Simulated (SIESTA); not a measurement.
NiMoIrPdW:

```xyz
5
Lattice="4.1170 0.0000 0.0000 -2.0585 3.5655 0.0000 0.0000 0.0000 5.4458" Properties=species:S:1:pos:R:3 pbc="T T T"
Ni    0.0000    0.0000    5.2157
Mo    2.0585    1.1885    5.2367
Pd    2.0585    1.1885    2.5211
Ir    0.0000    2.3770    3.9521
W     0.0000    2.3770    1.2875
```

The cell was built by a generator and needn't be a form met in nature.

Base run:

| Item | Value |
| --- | --- |
| Program | SIESTA 5.4.2 |
| Functional | PBE |
| Potentials or basis | PseudoDojo 0.4 standard (PBE files) |
| Basis | SZP (energy shift 0.003 Ry) |
| Grid cutoff | 800 Ry |
| Energy shift | 0.003 Ry |
| k mesh | 8 × 8 × 5 |
| Occupations | fermi-dirac, width 0.05 eV |
| Spin | collinear spin, ferromagnetic start |
| Starting moments | [1.0, 1.0, 0.0, 0.6, 0.0] μB |

Its results: band gap on the k mesh none (metal or under the smearing width); pressure 5.0 GPa; net moment 0.00 μB per cell; largest force 0.675 eV/Å.

After a change of settings the same cell gave: band gap on the k mesh none (metal or under the smearing width); pressure 2.7 GPa; net moment 0.00 μB per cell; largest force 0.133 eV/Å. Which change was it?
A. basis from SZP (energy shift 0.003 Ry) to DZ (energy shift 0.003 Ry; two zetas on semicore shells)
B. basis from SZP (energy shift 0.003 Ry) to DZP (energy shift 0.003 Ry; two zetas on semicore shells)
C. basis from SZP (energy shift 0.003 Ry) to TZDP (energy shift 0.003 Ry; two zetas on semicore shells)
D. basis from SZP (energy shift 0.003 Ry) to TZP (energy shift 0.003 Ry; two zetas on semicore shells)

B.

Caveats: short orbitals over semicore shells can move pressures by several GPa; the valence orbitals were made in a potential fitted to the semicore shell under them, which widens gaps by tenths of an eV or more; spin-orbit coupling is left out, which moves the levels of the heavy elements; the basis of atomic orbitals isn't converged, which shifts pressures, moduli and gaps.
